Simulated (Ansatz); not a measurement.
Runs of Ansatz 0.2.0 on CsLiCr2Te2S3. The typed cell holds 18 atoms: a = 3.675 Å, b = 6.258 Å, c = 18.879 Å, α = 89.93°, β = 89.72°, γ = 90.00°. The cell was built by a generator and needn't be a form met in nature.

| potentials or basis | cutoff (eV) | gap on the mesh (eV) | pressure (GPa) | moment (μB) | largest force (eV/Å) |
| --- | --- | --- | --- | --- | --- |
| PseudoDojo standard (PBE files) | 1279 | none | (b) | 11.54 | (a) |
| JTH PAW | 1230 | none | 0.3 | 11.44 | 0.06 |
| SPMS NC | 871 | none | 0.3 | 11.53 | 0.08 |
| Ansatz PAW earlier set | 1070 | none | 0.0 | 11.45 | 0.06 |
| Ansatz NC with PseudoDojo standard (PBE files) | 1279 | none | 0.0 | 11.44 | 0.06 |

Alike in all rows: task single point; level PBE; spin collinear, ferromagnetic start; cell as given; k mesh 7 × 5 × 2; smearing fermi-dirac 0.05 eV.

Problem. Estimate the missing entries.

Solution. (a) 0.07; (b) 0.2.

Caveats: only a ferromagnetic start was run, and an antiferromagnetic order may lie lower in energy.

A k mesh can miss the band edges, and the runs leave out spin-orbit coupling on Cs, Te.

A gap of «none» marks a metal or a gap under the smearing width.

Not every run made on this cell is shown here.
